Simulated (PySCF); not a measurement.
# B2PLYP/ANO-RCC-VDZ (sfX2C) run of C2H5BS (SMILES B1CSC1)

What is the vertical singlet–triplet gap of C2H5BS at B2PLYP/ANO-RCC-VDZ (sfX2C)? 

Program for the calculation: PySCF 2.14.0.

## (1) The molecule

C2H5BS: 9 atoms, total charge 0, spin state singlet. SMILES: `B1CSC1`. Geometry: relaxed at PBE0-D4/def2-TZVP.

Bond lengths: B1–C2 1.570 Å, C2–S3 1.830 Å, B1–C4 1.570 Å, S3–C4 1.830 Å, B1–H5 1.198 Å, C2–H6 1.094 Å, C2–H7 1.094 Å, C4–H8 1.094 Å, C4–H9 1.094 Å. Some angles: B1–C2–S3 89.3°, C2–B1–C4 99.5°, C2–S3–C4 81.8°, B1–C4–S3 89.3°, B1–C2–H6 115.6°, B1–C2–H7 115.7°, S3–C2–H6 114.0°, S3–C2–H7 113.9°, C2–B1–H5 130.2°, C4–B1–H5 130.2°.

## (2) A single-point energy at B2PLYP/ANO-RCC-VDZ (sfX2C)

The input, run.py:

```python
# B1CSC1
from pyscf import gto, dft, mp

molecule = gto.M(
    atom='''
B       -0.398100       0.508200      -0.454700
C        1.130600       0.463000      -0.098000
S        0.830800      -1.041600       0.900400
C       -0.888400      -0.752900       0.342500
H       -1.010100       1.276100      -1.140200
H        1.809600       0.309100      -0.942300
H        1.507700       1.311400       0.481300
H       -1.302200      -1.564800      -0.263400
H       -1.591400      -0.554900       1.157400
''',
    max_memory=1860,
    spin=0,
    verbose=4,
    basis='ano-rcc-vdz',
    charge=0,
)

mf = dft.RKS(molecule, xc='0.53*HF + 0.47*B88, 0.73*LYP')
mf = mf.x2c()
mf.grids.level = 4
mf.conv_tol = 1e-10
mf.kernel()
if not mf.converged:
    mf = mf.newton().run(mf.mo_coeff, mf.mo_occ)

pt = mp.MP2(mf, frozen=8).run()
energy = mf.e_tot + 0.27 * pt.e_corr
print('PT2 part  %.8f' % (0.27 * pt.e_corr))
print('Final energy', energy)
```

On the command line:

```bash
$ OMP_NUM_THREADS=1 python run.py
```

The program printed:

```text
PySCF version 2.14.0

[INPUT] num. atoms = 9
[INPUT] num. electrons = 38
[INPUT] charge = 0
[INPUT] spin (= nelec alpha-beta = 2S) = 0
[INPUT] symmetry False subgroup None
[INPUT] Mole.unit = angstrom
[INPUT] Symbol           X                Y                Z      unit          X                Y                Z       unit  Magmom
[INPUT]  1 B     -0.398100000000   0.508200000000  -0.454700000000 AA   -0.752299970189   0.960358816504  -0.859258468840 Bohr   0.0
[INPUT]  2 C      1.130600000000   0.463000000000  -0.098000000000 AA    2.136524356433   0.874943195674  -0.185193160207 Bohr   0.0
[INPUT]  3 S      0.830800000000  -1.041600000000   0.900400000000 AA    1.569984464289  -1.968338731347   1.701509402558 Bohr   0.0
[INPUT]  4 C     -0.888400000000  -0.752900000000   0.342500000000 AA   -1.678832689064  -1.422774799185   0.647231197664 Bohr   0.0
[INPUT]  5 H     -1.010100000000   1.276100000000  -1.140200000000 AA   -1.908812358423   2.411479507557  -2.154665727229 Bohr   0.0
[INPUT]  6 H      1.809600000000   0.309100000000  -0.942300000000 AA    3.419648395013   0.584114345103  -1.780688927178 Bohr   0.0
[INPUT]  7 H      1.507700000000   1.311400000000   0.481300000000 AA    2.849140078007   2.478186839755   0.909525183753 Bohr   0.0
[INPUT]  8 H     -1.302200000000  -1.564800000000  -0.263400000000 AA   -2.460801359409  -2.957043439719  -0.497753861210 Bohr   0.0
[INPUT]  9 H     -1.591400000000  -0.554900000000   1.157400000000 AA   -3.007310154633  -1.048609026521   2.187169016572 Bohr   0.0

nuclear repulsion = 144.175605551545
number of shells = 13
number of NR pGTOs = 216
number of NR cGTOs = 50
basis = ano-rcc-vdz
ecp = {}

******** <class 'pyscf.x2c.sfx2c1e.sfX2C1eRKS'> ********
method = sfX2C1eRKS
initial guess = minao
damping factor = 0
level_shift factor = 0
DIIS = <class 'pyscf.scf.diis.CDIIS'>
diis_start_cycle = 1
diis_space = 8
diis_damp = 0
SCF conv_tol = 1e-10
SCF conv_tol_grad = None
SCF max_cycles = 50
direct_scf = True
direct_scf_tol = 1e-13
XC library pyscf.dft.libxc version 7.0.0
    S. Lehtola, C. Steigemann, M. J.T. Oliveira, and M. A.L. Marques.,  SoftwareX 7, 1–5 (2018)
XC functionals = 0.53*HF + 0.47*B88, 0.73*LYP
    A. D. Becke.,  Phys. Rev. A 38, 3098 (1988)
    C. Lee, W. Yang, and R. G. Parr.,  Phys. Rev. B 37, 785 (1988)
    B. Miehlich, A. Savin, H. Stoll, and H. Preuss.,  Chem. Phys. Lett. 157, 200 (1989)
radial grids:
    Treutler-Ahlrichs [JCP 102, 346 (1995); DOI:10.1063/1.469408] (M4) radial grids

becke partition: Becke, JCP 88, 2547 (1988); DOI:10.1063/1.454033
pruning grids: <function nwchem_prune>
grids dens level: 4
symmetrized grids: False
atomic radii adjust function: <function treutler_atomic_radii_adjust>
small_rho_cutoff = 0

******** <class 'pyscf.x2c.sfx2c1e.SpinFreeX2CHelper'> ********
approx = 1e
xuncontract = 1
Set gradient conv threshold to 1e-05
Initial guess from minao.
tot grids = 192552
init E= -503.461246924089
  HOMO = -0.260719961728397  LUMO = -0.0548894723709352  gap/eV = 5.60093
cycle= 1 E= -502.870350089256  delta_E= 0.591  |g|= 0.188  |ddm|= 4.07
  HOMO = -0.250189450658019  LUMO = -0.0130724523438002  gap/eV = 6.45228
cycle= 2 E= -502.884955861974  delta_E= -0.0146  |g|= 0.0784  |ddm|= 0.681
  HOMO = -0.282764913568918  LUMO = 0.000154976093811765  gap/eV = 7.69864
cycle= 3 E= -502.886958244832  delta_E= -0.002  |g|= 0.0288  |ddm|= 0.23
  HOMO = -0.275084046400789  LUMO = -0.000797763342627933  gap/eV = 7.46371
cycle= 4 E= -502.887255394251  delta_E= -0.000297  |g|= 0.00794  |ddm|= 0.062
  HOMO = -0.27487068977435  LUMO = -0.000436957253675763  gap/eV = 7.46772
cycle= 5 E= -502.88727196813  delta_E= -1.66e-05  |g|= 0.00173  |ddm|= 0.0118
  HOMO = -0.275127638789263  LUMO = -0.000593080009296365  gap/eV = 7.47047
cycle= 6 E= -502.887272979742  delta_E= -1.01e-06  |g|= 0.000157  |ddm|= 0.00343
  HOMO = -0.27511678262891  LUMO = -0.000521594224664579  gap/eV = 7.47212
cycle= 7 E= -502.887272994229  delta_E= -1.45e-08  |g|= 5.11e-05  |ddm|= 0.000554
  HOMO = -0.275125070628992  LUMO = -0.000536247795556388  gap/eV = 7.47194
cycle= 8 E= -502.887272995466  delta_E= -1.24e-09  |g|= 5.1e-06  |ddm|= 0.00016
  HOMO = -0.275124466681886  LUMO = -0.000535286254986334  gap/eV = 7.47195
cycle= 9 E= -502.887272995496  delta_E= -2.98e-11  |g|= 7.78e-07  |ddm|= 2.86e-05
  HOMO = -0.275124532378294  LUMO = -0.000535483635040634  gap/eV = 7.47195
Extra cycle  E= -502.887272995496  delta_E= -2.27e-13  |g|= 2.86e-07  |ddm|= 4.46e-06
converged SCF energy = -502.887272995496

******** <class 'pyscf.mp.mp2.RMP2'> ********
nocc = 11, nmo = 42
frozen orbitals 8
E(RMP2) = -503.232632613418  E_corr = -0.34535961792183
E(SCS-RMP2) = -503.23666822534  E_corr = -0.349395229844107
E_corr(same-spin) = -0.0750418980716417
E_corr(oppo-spin) = -0.270317719850189
PT2 part  -0.09324710
Final energy -502.9805200923348
```

Run time: 11 s. Hardware: 1 thread of Arm Neoverse V2, shared host; peak memory 0.3 GiB.

## (3) The triplet at the same level

The input, job.py:

```python
from pyscf import gto, dft, mp

mol = gto.M(
    atom='''
B     -0.752300     0.960359    -0.859258
C      2.136524     0.874943    -0.185193
S      1.569984    -1.968339     1.701509
C     -1.678833    -1.422775     0.647231
H     -1.908812     2.411480    -2.154666
H      3.419648     0.584114    -1.780689
H      2.849140     2.478187     0.909525
H     -2.460801    -2.957043    -0.497754
H     -3.007310    -1.048609     2.187169
''',
    unit='bohr',
    charge=0,
    basis='ano-rcc-vdz',
    verbose=3,
    spin=2,
    max_memory=1860,
)

mf = dft.UKS(mol)
mf.xc = '0.53*HF + 0.47*B88, 0.73*LYP'
mf = mf.x2c()
mf.grids.level = 4
mf.conv_tol = 1e-10
mf.kernel()
if not mf.converged:
    mf = mf.newton().run(mf.mo_coeff, mf.mo_occ)

pt = mp.MP2(mf, frozen=8).run()
e_final = mf.e_tot + 0.27 * pt.e_corr
print('PT2 part  %.8f' % (0.27 * pt.e_corr))
print(f'total energy: {e_final:.8f} hartree')
```

On the command line:

```bash
$ OMP_NUM_THREADS=1 python job.py
```

The program printed:

```text
WARN: HOMO -0.0548894623276421 >= LUMO -0.260719962732537

WARN: HOMO -0.0647820408511119 >= LUMO -0.215821983509602

WARN: HOMO -0.121830248922028 >= LUMO -0.160127744183416

WARN: HOMO -0.122502652357297 >= LUMO -0.156283134899528

WARN: HOMO -0.12144542770947 >= LUMO -0.155445542215824

WARN: HOMO -0.121502215717983 >= LUMO -0.154029039826378

WARN: HOMO -0.121964047643031 >= LUMO -0.154341748557019

WARN: HOMO -0.121829480577388 >= LUMO -0.154119108459793

WARN: HOMO -0.121845856173648 >= LUMO -0.154165787063536

WARN: HOMO -0.121847593452108 >= LUMO -0.154164326652387

WARN: HOMO -0.121845528157822 >= LUMO -0.154164316145147

WARN: HOMO -0.121847096241444 >= LUMO -0.154162388211038

WARN: HOMO -0.12184582992381 >= LUMO -0.15416338135265

WARN: HOMO -0.121845246898839 >= LUMO -0.15416387528061

WARN: HOMO -0.121845936627561 >= LUMO -0.154163561330887

WARN: HOMO -0.121845806600583 >= LUMO -0.154163496447692

WARN: HOMO -0.12184583149167 >= LUMO -0.154163529259599

converged SCF energy = -502.73531364178  <S^2> = 2.0129977  2S+1 = 3.0086526
E(UMP2) = -503.071375229171  E_corr = -0.336061587391452
E(SCS-UMP2) = -503.073106099815  E_corr = -0.337792458035258
PT2 part  -0.09073663
total energy: -502.82605027 hartree
```

Run time: 21 s. Hardware: 1 thread of Arm Neoverse V2, shared host; peak memory 0.32 GiB.

## (4) Summary of results

At B2PLYP/ANO-RCC-VDZ (sfX2C), 8 core orbitals frozen:

| quantity | value |
| --- | --- |
| singlet: total energy | -502.98052 Eh |
| singlet: dipole moment (SCF part) | 2.11 D |
| singlet: HOMO energy (SCF part's orbitals) | -7.49 eV |
| singlet: LUMO energy (SCF part's orbitals) | -0.01 eV |
| singlet: HOMO–LUMO gap (SCF part's orbitals) | 7.47 eV |
| triplet: total energy | -502.82605 Eh |
| triplet: dipole moment (SCF part) | 4.00 D |
| triplet: HOMO energy (SCF part's orbitals) (highest over α and β) | -3.32 eV |
| triplet: ⟨S²⟩ | 2.013 |
| vertical energy of the triplet above the singlet | 4.203 eV |

At this shape the triplet lies 4.20 eV (406 kJ/mol) above the singlet. Mulliken charges (triplet) run from -0.50 on C2 to +0.55 on S3.
